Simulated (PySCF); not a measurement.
**From one method to the next for I⁻**

Starting from one script, swap the method and compare what comes out for I⁻.

Computed with PySCF 2.14.0. Level: method and basis as typed in the scripts.

### 1 The atom

I⁻: 1 atom, charge -1, spin multiplicity 1.

### 2 Base script

Contents of input.py:

```python
from pyscf import gto, scf, mp

mol = gto.M(
    atom='I 0 0 0',
    basis='sapporo-dkh3-dzp-2012',
    charge=-1,
    spin=0,
    verbose=4,
)
mf = scf.RHF(mol)
mf = mf.sfx2c1e()
mf.kernel()
mp.MP2(mf).kernel()
mf.dip_moment()
print('orbital energies (hartree):', mf.mo_energy[..., max(0, mol.nelec[1]-3):mol.nelec[0]+3].round(4))
```

Started as:

```bash
> OMP_NUM_THREADS=1 python input.py
```

Its log is not repeated here.

In short: E(SCF) = -7112.486281 Eh, 7 cycles, E(MP2) − E(SCF) = -0.73701 Eh.

### 3 B3pw91 (RKS)

Run 1 changes functional: none (Hartree–Fock) → b3pw91; SCF type: RHF → RKS; step after the SCF: mp2 → analyze.

Contents of input.py:

```python
from pyscf import gto, dft

mol = gto.M(
    atom='I 0 0 0',
    basis='sapporo-dkh3-dzp-2012',
    charge=-1,
    spin=0,
    verbose=4,
)
mf = dft.RKS(mol, xc='b3pw91')
mf = mf.sfx2c1e()
mf.kernel()
mf.analyze()
print('orbital energies (hartree):', mf.mo_energy[..., max(0, mol.nelec[1]-3):mol.nelec[0]+3].round(4))
```

Started as:

```bash
> OMP_NUM_THREADS=1 python input.py
```

### 4 MP2

Run 2 changes frozen orbitals: none → 18.

Changes to input.py since step 2:

```diff
@@ -12,3 +12,3 @@
 mf.kernel()
-mp.MP2(mf).kernel()
+mp.MP2(mf, frozen=18).kernel()
 mf.dip_moment()
```

### 5 CASSCF

Run 3 changes step after the SCF: mp2 → casscf; active space: none → 2 electrons in 2 orbitals.

Changes to input.py since step 2:

```diff
@@ -1,2 +1,2 @@
-from pyscf import gto, scf, mp
+from pyscf import gto, scf, mcscf
 
@@ -12,3 +12,5 @@
 mf.kernel()
-mp.MP2(mf).kernel()
+mc = mcscf.CASSCF(mf, 2, 2)
+mc.kernel()
+mc.analyze()
 mf.dip_moment()
```

### 6 M062x (RKS)

Run 4 changes functional: none (Hartree–Fock) → m062x; SCF type: RHF → RKS; step after the SCF: mp2 → analyze.

Contents of input.py:

```python
from pyscf import gto, dft

mol = gto.M(
    atom='I 0 0 0',
    basis='sapporo-dkh3-dzp-2012',
    charge=-1,
    spin=0,
    verbose=4,
)
mf = dft.RKS(mol, xc='m062x')
mf = mf.sfx2c1e()
mf.kernel()
mf.analyze()
print('orbital energies (hartree):', mf.mo_energy[..., max(0, mol.nelec[1]-3):mol.nelec[0]+3].round(4))
```

Before running it: what results should come out? Wanted: for each run, E(SCF); from base; gap; after the SCF.

**Answer**, as computed:

```tsv
run	E(SCF) (hartree)	from base (eV)	cycles	gap (eV)	after the SCF
base	-7112.486281	0	7	16.84	MP2 correlation -20.055 eV
b3pw91 (RKS)	-7115.634119	not comparable	6	11.11	n/a
MP2	-7112.486281	0.0000	7	16.84	MP2 correlation -14.609 eV, core frozen
CASSCF	-7112.486281	0.0000	7	16.84	CASSCF correlation -0.083 eV
m062x (RKS)	-7116.075871	not comparable	7	13.23	n/a
```

**Reading.** The gap between the frontier levels is 11.1 eV with b3pw91 (20 % exact exchange) and 13.2 eV with m062x (54 %): exact exchange opens it. Total energies of different functionals can't be compared with each other; differences within one functional can. The dearest run is “CASSCF”, at 6 s against 1.4 s.
